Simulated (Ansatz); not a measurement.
# Cl2H4OW: the cost of one run

Program: Ansatz 0.2.0. Level of theory: RHF/def2-SVP. These are calculated values, not measurements.

**1. The starting structure**

Bond lengths: W1–H2 1.720 Å, W1–H3 1.720 Å, W1–Cl4 2.390 Å, W1–Cl5 2.390 Å, W1–H6 1.720 Å, W1–O7 1.940 Å, O7–H8 1.010 Å. Angles (14 of 16 angles, heavy atoms first): Cl4–W1–Cl5 90.0°, Cl4–W1–O7 90.0°, Cl5–W1–O7 90.0°, H2–W1–Cl4 90.0°, H2–W1–Cl5 90.0°, H2–W1–O7 180.0°, H3–W1–Cl4 90.0°, H3–W1–Cl5 180.0°, H3–W1–O7 90.0°, Cl4–W1–H6 180.0°, Cl5–W1–H6 90.0°, H6–W1–O7 90.0°, W1–O7–H8 109.5°, H2–W1–H3 90.0°.

Coordinates:

```xyz
8

W     0.0000    0.0000    0.0000
H     0.0000    0.0000    1.7200
H     1.7200    0.0000    0.0000
Cl    0.0000    2.3900    0.0000
Cl   -2.3900    0.0000    0.0000
H     0.0000   -1.7200    0.0000
O     0.0000    0.0000   -1.9400
H     0.5278    0.7924   -2.2771
```

**2. Preparing the start**

Input file input.yaml:

```yaml
crystal:
  periodic: [false, false, false]
  atoms:
    - { symbol: W, position_ang: [0.0, 0.0, 0.0] }
    - { symbol: H, position_ang: [0.0, 0.0, 1.72] }
    - { symbol: H, position_ang: [1.72, 0.0, 0.0] }
    - { symbol: Cl, position_ang: [0.0, 2.39, 0.0] }
    - { symbol: Cl, position_ang: [-2.39, 0.0, 0.0] }
    - { symbol: H, position_ang: [0.0, -1.72, 0.0] }
    - { symbol: O, position_ang: [0.0, 0.0, -1.94] }
    - { symbol: H, position_ang: [0.5278, 0.7924, -2.2771] }
basis:
  gaussian: { orbitals: def2-SVP }
hamiltonian:
  xc: hf
relax:
  f_tol: 0.02
  max_steps: 40
```

The run is started by

```bash
$ ansatz run input.yaml --threads 1 --pin off --max-ram 2048MiB --backend cpu --events-out ev --progress --plain --runs-dir out
```

**Question.** How long does this run take on 1 thread of Arm Neoverse V1, shared host, and how much memory does it need?

About 44 s, with a peak of 0.25 GiB.
